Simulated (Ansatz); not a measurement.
What does this script print? It uses Ansatz 0.2.0 through its Python package.

Script `scan.py`:
```python
"""Potential curve of BCl3 along one bond."""

import ansatz
from ase import Atoms
import numpy as np

atoms = Atoms(["Cl", "B", "Cl", "Cl"], positions=[
    (-0.2392, 0.5147, 1.7398),
    (-0.0131, -0.0103, -0.0042),
    (0.9988, -1.4911, -0.3443),
    (-0.691, 0.9264, -1.4116),
])
system = ansatz.Crystal.molecule_from_ase(atoms)

symbols = [site.symbol for site in system.cartesian_sites]
start = np.array([site.position_ang for site in system.cartesian_sites])
axis = (start[0] - start[1]) / np.linalg.norm(start[0] - start[1])
moving = [0]
lengths, energies = [1.56, 1.69, 1.84, 2.02, 2.29, 2.75, 3.3, 4.04], []
for length in lengths:
    xyz = start.copy()
    xyz[moving] += (length - np.linalg.norm(start[0] - start[1])) * axis
    point = ansatz.Crystal.molecule()
    for symbol, place in zip(symbols, xyz):
        point = point.atom(symbol, place.tolist())
    calculation = (
        point.calculation()
        .basis(gaussian="def2-SVP")
        .functional("cam_b3lyp")
        .spin("collinear")
    )
    summary = calculation.run(threads=1, pin="off").report
    energies.append(summary["free_energy_ev"])
    print(f"r = {length:6.3f} A  E = {energies[-1]:.5f} eV  <S^2> = {abs(summary['mean_field']['state']['spin_squared']):.3f}")

print("energy above the lowest point (eV):", [round(e - min(energies), 3) for e in energies])
```

Output of `python scan.py`:
```text
r =  1.560 A  E = -38235.24222 eV  <S^2> = 0.000
r =  1.690 A  E = -38235.70453 eV  <S^2> = 0.000
r =  1.840 A  E = -38235.57879 eV  <S^2> = 0.000
r =  2.020 A  E = -38234.99653 eV  <S^2> = 0.000
r =  2.290 A  E = -38233.85904 eV  <S^2> = 0.000
r =  2.750 A  E = -38232.07388 eV  <S^2> = 0.000
r =  3.300 A  E = -38230.99479 eV  <S^2> = 0.687
r =  4.040 A  E = -38230.59714 eV  <S^2> = 0.951
energy above the lowest point (eV): [0.462, 0.0, 0.126, 0.708, 1.845, 3.631, 4.71, 5.107]
```

The settings weren't tested for convergence. The rest of the molecule is held rigid at a force-field or estimated start geometry, and the basis set is modest; single-reference methods fail as a bond breaks. The expectation value of S² is noticeably off S(S+1) in at least one run, so that state is spin-contaminated. Hardware and time: 45 s on 1 thread of Arm Neoverse V1 (shared host), peak memory 0.29 GiB.
